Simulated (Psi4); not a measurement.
**AlNH2ClF (SMILES [NH2][Al]([F])[Cl]) at B3LYP/6-31G(d) (density fitting, Cartesian functions, sweep point 2)**

Aim: the energy of AlNH2ClF. 

The calculation is run with Psi4 1.11.

6 further runs of the same task are left out: 6 set aside as unsound or not needed.

## 1. The structure to begin with

AlNH2ClF: 6 atoms, total charge 0, spin state singlet. As SMILES, `[NH2][Al]([F])[Cl]`. The shape is that of a PBE0-D4/def2-TZVP optimisation.

Bond lengths: N1–Al2 1.746 Å, Al2–F3 1.641 Å, Al2–Cl4 2.079 Å, N1–H5 1.006 Å, N1–H6 1.006 Å. Angles: N1–Al2–F3 119.8°, N1–Al2–Cl4 121.2°, F3–Al2–Cl4 119.0°, Al2–N1–H5 124.6°, Al2–N1–H6 124.3°, H5–N1–H6 111.1°.

## 2. A single-point energy at B3LYP/6-31G(d) (density fitting, Cartesian functions, sweep point 2)

run.py

```python
import psi4

psi4.set_memory(1600000000)
psi4.set_num_threads(1)
psi4.core.set_output_file('run.log', False)

geom = psi4.geometry("""
N     -0.112300     0.982600    -0.025800
Al     0.152500    -0.739100     0.092300
F      1.041800    -1.345500     1.331100
Cl    -0.641100    -2.049400    -1.313600
H      0.246300     1.661500     0.624800
H     -0.645100     1.426000    -0.754900
units angstrom
symmetry c1
""")

psi4.set_options({
    'basis': '6-31G*',
    'scf_type': 'df',
    'guess': 'core',
})

e, wfn = psi4.energy("B3LYP", return_wfn=True)
print('E =', round(e, 9))
for k, v in sorted(psi4.core.scalar_variables().items()):
    print(f'{k:45s} {v:18.10f}')
```

Started as:

```bash
$ python run.py
```

run.log:

```text
=> Loading Basis Set <=

    Name: 6-31G*
    Role: ORBITAL
    Keyword: BASIS

         ---------------------------------------------------------
                                   SCF
                              RKS Reference
                        1 Threads,   1525 MiB Core
         ---------------------------------------------------------

  ==> Geometry <==

    Molecular point group: c1
    Full point group: C1

    Geometry (in Angstrom), charge = 0, multiplicity = 1:

       Center              X                  Y                   Z               Mass
    ------------   -----------------  -----------------  -----------------  -----------------
         N           -0.107290319903     2.016951446500     0.166515035717    14.003074004430
         AL           0.157509680097     0.295251446500     0.284615035717    26.981538530000
         F            1.046809680097    -0.311148553500     1.523415035717    18.998403162730
         CL          -0.636090319903    -1.015048553500    -1.121284964283    34.968852682000
         H            0.251309680097     2.695851446500     0.817115035717     1.007825032230
         H           -0.640090319903     2.460351446500    -0.562584964283     1.007825032230

  Running in c1 symmetry.

  Rotational constants: A =      0.21441  B =      0.10544  C =      0.07068 [cm^-1]
  Rotational constants: A =   6427.80865  B =   3160.88765  C =   2118.90965 [MHz]
  Nuclear repulsion =  197.663466503535602

  Charge       = 0
  Multiplicity = 1
  Electrons    = 48
  Nalpha       = 24
  Nbeta        = 24

  ==> Algorithm <==

  SCF Algorithm Type is DF.
  DIIS enabled.
  MOM disabled.
  Fractional occupation disabled.
  Guess Type is CORE.
  Energy threshold   = 1.00e-06
  Density threshold  = 1.00e-06
  Integral threshold = 1.00e-12

  ==> Primary Basis <==

  Basis Set: 6-31G*
    Blend: 6-31G*
    Number of shells: 32
    Number of basis functions: 72
    Number of Cartesian functions: 72
    Spherical Harmonics?: false
    Max angular momentum: 2

  ==> DFT Potential <==

   => LibXC <=

    Version 7.1.2

   => Composite Functional: B3LYP <=

    B3LYP Hyb-GGA Exchange-Correlation Functional

    Deriv               =              1
    GGA                 =           TRUE
    Meta                =          FALSE

    Exchange Hybrid     =           TRUE
    MP2 Hybrid          =          FALSE

   => Exchange Functionals <=

    0.0800   Slater exchange
    0.7200         Becke 88

   => Exact (HF) Exchange <=

    0.2000               HF

   => Correlation Functionals <=

    0.1900   Vosko, Wilk & Nusair (VWN5_RPA)
    0.8100   Lee, Yang & Parr

   => LibXC Density Thresholds  <==

    XC_HYB_GGA_XC_B3LYP:  1.00E-15

   => Molecular Quadrature <=

    Radial Scheme          =       TREUTLER
    Pruning Scheme         =           NONE
    Nuclear Scheme         =       TREUTLER

    Blocking Scheme        =         OCTREE
    BS radius alpha        =              1
    Pruning alpha          =              1
    Radial Points          =             75
    Spherical Points       =            302
    Total Points           =         130298
    Total Blocks           =           1047
    Max Points             =            253
    Max Functions          =             70
    Weights Tolerance      =       1.00E-15

   => Loading Basis Set <=

    Name: (6-31G* AUX)
    Role: JKFIT
    Keyword: DF_BASIS_SCF

  ==> Integral Setup <==

  DFHelper Memory: AOs need 0.021 GiB; user supplied 0.908 GiB.
  SCF_SUBTYPE=INCORE selected. In-core MEM_DF algorithm will be used.
  Using in-core AOs.

  ==> MemDFJK: Density-Fitted J/K Matrices <==

    J tasked:                   Yes
    K tasked:                   Yes
    wK tasked:                   No
    Memory [MiB]:               929
    Algorithm:                 Core
    Schwarz Cutoff:           1E-12
    Mask sparsity (%):       2.2377
    Fitting Condition:        1E-10

   => Auxiliary Basis Set <=

  Basis Set: (6-31G* AUX)
    Blend: CC-PVDZ-JKFIT
    Number of shells: 138
    Number of basis functions: 472
    Number of Cartesian functions: 472
    Spherical Harmonics?: false
    Max angular momentum: 3

  Cached 100.0% of DFT collocation blocks in 0.209 [GiB].

  Minimum eigenvalue in the overlap matrix is 6.0737237699E-03.
  Reciprocal condition number of the overlap matrix is 1.0185979592E-03.
    Using symmetric orthogonalization.

  ==> Pre-Iterations <==

  SCF Guess: Core (One-Electron) Hamiltonian.

   -------------------------------------------------------
    Irrep   Nso     Nmo     Nalpha   Nbeta   Ndocc  Nsocc
   -------------------------------------------------------
     A         72      72      24      24      24       0
   -------------------------------------------------------
    Total      72      72      24      24      24       0
   -------------------------------------------------------

  ==> Iterations <==

                           Total Energy        Delta E     RMS |[F,P]|

   @DF-RKS iter   1:  -824.88954239546956   -8.24890e+02   8.44009e-02 ADIIS/DIIS
   @DF-RKS iter   2:  -768.34447113721637    5.65451e+01   9.59229e-02 ADIIS/DIIS
   @DF-RKS iter   3:  -851.93610697108807   -8.35916e+01   3.54375e-02 ADIIS/DIIS
   @DF-RKS iter   4:  -839.63988572220637    1.22962e+01   5.15510e-02 ADIIS/DIIS
   @DF-RKS iter   5:  -857.25354393325676   -1.76137e+01   2.65424e-02 ADIIS/DIIS
   @DF-RKS iter   6:  -858.37025993795453   -1.11672e+00   1.11892e-02 ADIIS/DIIS
   @DF-RKS iter   7:  -858.60094375896119   -2.30684e-01   1.70646e-03 ADIIS/DIIS
   @DF-RKS iter   8:  -858.60611515975791   -5.17140e-03   7.17034e-04 ADIIS/DIIS
   @DF-RKS iter   9:  -858.60703751601159   -9.22356e-04   2.43938e-04 ADIIS/DIIS
   @DF-RKS iter  10:  -858.60713685322526   -9.93372e-05   1.04126e-04 ADIIS/DIIS
   @DF-RKS iter  11:  -858.60716778196729   -3.09287e-05   1.81402e-05 DIIS
   @DF-RKS iter  12:  -858.60716863502603   -8.53059e-07   2.68022e-06 DIIS
   @DF-RKS iter  13:  -858.60716864990911   -1.48831e-08   8.23214e-07 DIIS
  Energy and wave function converged.

  ==> Post-Iterations <==

   Electrons on quadrature grid:
      Ntotal   =   47.9999504807 ; deviation = -4.952e-05

    Orbital Energies [Eh]
    ---------------------

    Doubly Occupied:

       1A   -101.533580     2A    -56.083648     3A    -24.666125
       4A    -14.325811     5A     -9.452525     6A     -7.212636
       7A     -7.208539     8A     -7.208047     9A     -4.172169
      10A     -2.728179    11A     -2.724849    12A     -2.722545
      13A     -1.141580    14A     -0.845574    15A     -0.814141
      16A     -0.498421    17A     -0.474265    18A     -0.424655
      19A     -0.406890    20A     -0.404069    21A     -0.377032
      22A     -0.336375    23A     -0.329566    24A     -0.275036

    Virtual:

      25A     -0.028235    26A      0.006985    27A      0.060379
      28A      0.068593    29A      0.125377    30A      0.155843
      31A      0.173032    32A      0.173452    33A      0.280277
      34A      0.300531    35A      0.373892    36A      0.441573
      37A      0.494638    38A      0.496498    39A      0.517858
      40A      0.554619    41A      0.624435    42A      0.679414
      43A      0.705826    44A      0.752466    45A      0.829457
      46A      0.875319    47A      0.875407    48A      0.901920
      49A      0.914453    50A      0.959748    51A      0.982410
      52A      1.076882    53A      1.149976    54A      1.266237
      55A      1.280068    56A      1.291269    57A      1.373933
      58A      1.667193    59A      1.672813    60A      1.805623
      61A      1.858836    62A      1.900517    63A      2.003608
      64A      2.018925    65A      2.064136    66A      2.181764
      67A      2.324413    68A      2.398960    69A      2.652635
      70A      3.666070    71A      4.236100    72A      4.281274

    Final Occupation by Irrep:
              A
    DOCC [    24 ]
    NA   [    24 ]
    NB   [    24 ]

  @DF-RKS Final Energy:  -858.60716864990911

   => Energetics <=

    Nuclear Repulsion Energy =            197.6634665035356022
    One-Electron Energy =               -1582.3030990127442692
    Two-Electron Energy =                 578.6171469445694129
    DFT Exchange-Correlation Energy =     -52.5846830852698446
    Empirical Dispersion Energy =           0.0000000000000000
    VV10 Nonlocal Energy =                  0.0000000000000000
    Total Energy =                       -858.6071686499091129

Computation Completed

Properties will be evaluated at   0.000000,   0.000000,   0.000000 [a0]

Properties computed using the SCF density matrix

 Multipole Moments:

 ------------------------------------------------------------------------------------
     Multipole            Electronic (a.u.)      Nuclear  (a.u.)        Total (a.u.)
 ------------------------------------------------------------------------------------

 L = 1.  Multiply by 2.5417464519 to convert [e a0] to [Debye]
 Dipole X            :          0.7869191           -0.9154501           -0.1285310
 Dipole Y            :         -4.7064891            5.7768350            1.0703459
 Dipole Z            :          0.4172502           -0.4364857           -0.0192355
 Magnitude           :                                                    1.0782071

 ------------------------------------------------------------------------------------

	total time  =          5 seconds =       0.08 minutes
```

On the terminal:

```text
E = -858.60716865
CURRENT ENERGY                                   -858.6071686499
CURRENT REFERENCE ENERGY                         -858.6071686499
DD SOLVATION ENERGY                                 0.0000000000
DFT FUNCTIONAL TOTAL ENERGY                      -858.6071686499
DFT TOTAL ENERGY                                 -858.6071686499
DFT VV10 ENERGY                                     0.0000000000
DFT XC ENERGY                                     -52.5846830853
GRID ELECTRONS ALPHA                               23.9999752403
GRID ELECTRONS BETA                                23.9999752403
GRID ELECTRONS TOTAL                               47.9999504807
NUCLEAR REPULSION ENERGY                          197.6634665035
ONE-ELECTRON ENERGY                             -1582.3030990127
PCM POLARIZATION ENERGY                             0.0000000000
PE ENERGY                                           0.0000000000
SCF ITERATION ENERGY                             -858.6071686499
SCF ITERATIONS                                     13.0000000000
SCF TOTAL ENERGY                                 -858.6071686499
TWO-ELECTRON ENERGY                               578.6171469446
XC GRID RADIAL POINTS                              75.0000000000
XC GRID SPHERICAL POINTS                          302.0000000000
XC GRID TOTAL POINTS                           130298.0000000000
```

Wall time 6.6 s (1 thread of Intel Xeon Platinum 8375C at 2.90GHz (Ice Lake), shared host); peak memory 0.43 GiB.

## 3. Summary of results

Level: B3LYP/6-31G* (density fitting, Cartesian functions, sweep point 2).

| quantity | value |
| --- | --- |
| total energy | -858.60717 Eh |
| dipole moment | 2.74 D |
| HOMO energy | -7.48 eV |
| LUMO energy | -0.77 eV |
| HOMO–LUMO gap | 6.72 eV |
